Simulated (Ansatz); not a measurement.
The system is CsLi2.

```
Cs Li
1.0
     3.96633    0.00000    0.00000
    -1.98317    3.43495    0.00000
     0.00000    0.00000   10.02838
Cs Li
1 2
Direct
  0.00000 0.00000 0.00000
  0.33333 0.66667 0.34863
  0.33333 0.66667 0.65137
```

The cell was built by a generator and needn't be a form met in nature.

```yaml
Program: Ansatz 0.2.0
Task: relaxation of cell and atoms
Functional: RPBE
Potentials_or_basis: Ansatz PAW
Cutoff: "420 eV (not typed: the program's choice for these potentials)"
k_mesh: 8 × 8 × 3
Occupations: fermi-dirac, width 0.05 eV
Spin: no spin polarisation
```

At the start: volume 45.54 Å³/atom.

**Question.** How do energy, volume and symmetry change on relaxing?

**Answer.** It ends after 6 steps and the volume is 50.66 Å³/atom (+11.2 %); space group P-6m2 (No. 187, to 0.05 Å).

The path:
| step | energy change (eV) | largest force (eV/Å) | volume (Å³) |
| --- | --- | --- | --- |
| 1 | 0.0000 | 0.0261 | 136.63 |
| 2 | -0.0076 | 0.0138 | 139.64 |
| 3 | -0.0197 | 0.0119 | 149.76 |
| 4 | -0.0200 | 0.0107 | 151.43 |
| 5 | -0.0201 | 0.0021 | 151.97 |
| 6 | -0.0203 | 0.0021 | 151.97 |

Final structure:
```
Cs Li
1.0
     4.15565    0.00000    0.00000
    -2.07783    3.59890    0.00000
     0.00000    0.00000   10.16148
Cs Li
1 2
Direct
  0.00000 0.00000 0.00000
  0.33333 0.66667 0.34984
  0.33333 0.66667 0.65016
```

Caveat: the plane-wave basis is chosen anew once the cell has moved, so the energies of steps on either side of that aren't comparable; the PAW data sets come from PBE, with cores solved anew for the run's functional, which leaves a small shift of forces and pressure.
